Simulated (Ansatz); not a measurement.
# C2H6NSi radical: a ladder of functionals and wavefunction methods

Aim: compute C2H6NSi radical with functionals from several rungs and with coupled cluster, and see how far each lands from CCSD(T) at the basis-set limit for the atomisation energy.

Program: Ansatz 0.2.0, Gaussian basis. Level of theory: functionals in def2-TZVPP, the program's frozen cores in correlated methods. These are calculated values, not measurements.

The runs, in order: LDA (SPW92), PBE-D4, revPBE-D4, BLYP-D4, r2SCAN-D4, B97M-V, PBE0-D4, B3LYP-D4, r2SCANh-D4, r2SCAN0-D4, HSE06-D4, BHLYP-D4, CAM-B3LYP-D4, LC-ωPBE, ωB97X-V, ωB97M-V, B2PLYP, PBE-QIDH; CCSD(T)/def2-SVP; CCSD(T)/def2-TZVPP; MP2/def2-QZVPP; extrapolation to the limit; RPA on PBE.

## 1. The geometry

An earlier PBE0-D4 in a triple-zeta def2 set relaxation fixed the geometry.

SMILES `C=C[SiH2][NH]`, 10 atoms, charge 0, spin multiplicity 2.

Atoms are counted from 1 here; the program's logs count them from 0.

Bond lengths: C1–C2 1.330 Å, C1–H5 1.087 Å, C1–H6 1.087 Å, C2–Si3 1.852 Å, C2–H7 1.089 Å, Si3–N4 1.750 Å, Si3–H8 1.493 Å, Si3–H9 1.495 Å, N4–H10 1.022 Å. Angles: C2–C1–H5 121.6°, C2–C1–H6 122.3°, H5–C1–H6 116.0°, C1–C2–Si3 122.2°, C1–C2–H7 118.6°, Si3–C2–H7 119.2°, C2–Si3–N4 109.8°, C2–Si3–H8 108.2°, C2–Si3–H9 111.4°, N4–Si3–H8 114.4°, N4–Si3–H9 104.3°, H8–Si3–H9 108.9°, Si3–N4–H10 113.8°.

## 2. LDA

This LDA is Slater exchange with PW92 correlation.

File in.yaml:

```yaml
crystal:
  periodic: [false, false, false]
  atoms:
    - {symbol: C, position_ang: [-0.070070, 1.804489, 0.410274]}
    - {symbol: C, position_ang: [0.624702, 0.730556, 0.045407]}
    - {symbol: Si, position_ang: [-0.195927, -0.853583, -0.452112]}
    - {symbol: N, position_ang: [0.468496, -2.181290, 0.474628]}
    - {symbol: H, position_ang: [-1.156450, 1.796558, 0.443508]}
    - {symbol: H, position_ang: [0.408723, 2.738131, 0.692463]}
    - {symbol: H, position_ang: [1.711687, 0.790378, 0.036556]}
    - {symbol: H, position_ang: [-1.671356, -0.679242, -0.307312]}
    - {symbol: H, position_ang: [0.112233, -1.203608, -1.872152]}
    - {symbol: H, position_ang: [-0.148938, -2.993590, 0.531640]}
basis:
  gaussian: {orbitals: def2-TZVPP}
magnetization: {spin_polarized: true, initial_magnetization: 1}
hamiltonian: {xc: lda}
output: {orbitals: {seedname: orbitals}}
```

Launch:

```sh
$ ansatz run in.yaml --threads 4 --pin off --events-out ev --progress --plain --max-ram 10444MiB
```

Further steps of the session: PBE-D4 (GGA); revPBE-D4 (GGA); BLYP-D4 (GGA); r2SCAN-D4 (meta-GGA); B97M-V (meta-GGA); B3LYP-D4 (hybrid); r2SCANh-D4 (hybrid); r2SCAN0-D4 (hybrid); HSE06-D4 (hybrid); BHLYP-D4 (hybrid); CAM-B3LYP-D4 (range-separated); LC-ωPBE (range-separated); ωB97X-V (range-separated); ωB97M-V (range-separated); B2PLYP (double hybrid); PBE-QIDH (double hybrid); CCSD(T) in def2-SVP; CCSD(T) in def2-TZVPP; MP2 in def2-QZVPP; RPA on PBE orbitals.

**Question.** What will the summary of the whole plan be? Wanted: atomisation energy, CCSD(T)/CBS; farthest beyond LDA; mean size of error, GGA; mean size of error, meta-GGA; mean size of error, hybrid; mean size of error, range-separated; mean size of error, double hybrid; gap, smallest and largest; T1 diagnostic.

As calculated:

| quantity | value |
| --- | --- |
| atomisation energy, CCSD(T)/CBS | 36.871 eV |
| functionals within 0.184 eV (0.5 %) | revPBE-D4, r2SCAN-D4, PBE0-D4, r2SCANh-D4, HSE06-D4, LC-ωPBE |
| farthest beyond LDA | PBE-D4 (+0.753 eV) |
| mean size of error, GGA | 0.347 eV |
| mean size of error, meta-GGA | 0.202 eV |
| mean size of error, hybrid | 0.277 eV |
| mean size of error, range-separated | 0.222 eV |
| mean size of error, double hybrid | 0.275 eV |
| gap, smallest and largest | 1.16 eV (LDA (SPW92)), 10.12 eV (LC-ωPBE) |
| T1 diagnostic | 0.0140 |
| triples share of the correlation energy | 3.9 % |

What this shows: LDA overbinds by 4.929 eV (13 %). PBE-D4 is off by +0.753 eV. Double hybrids carry the basis error of their MP2 part in triple zeta, and no dispersion term here, so their miss is partly the set-up's. Taken by rung, meta-GGA functionals do best (0.202 eV on average) and GGA ones worst beyond LDA (0.347 eV). hybrid functionals lie within the reference's doubt of that worst mean (0.277 eV), so those two tie. The gap between the best rungs is small, so their order is not settled. Misses under about 0.184 eV are within the doubt on the reference itself, which lacks core-valence correlation, relativity and higher excitations. Hartree-Fock recovers 73 % of the binding; the rest is correlation. CCSD(T) in def2-SVP is off by -2.301 eV, so the small basis spoils what the method gains. The gap grows from 1.2 to 10.1 eV across the functionals, mostly with the share of exact exchange.
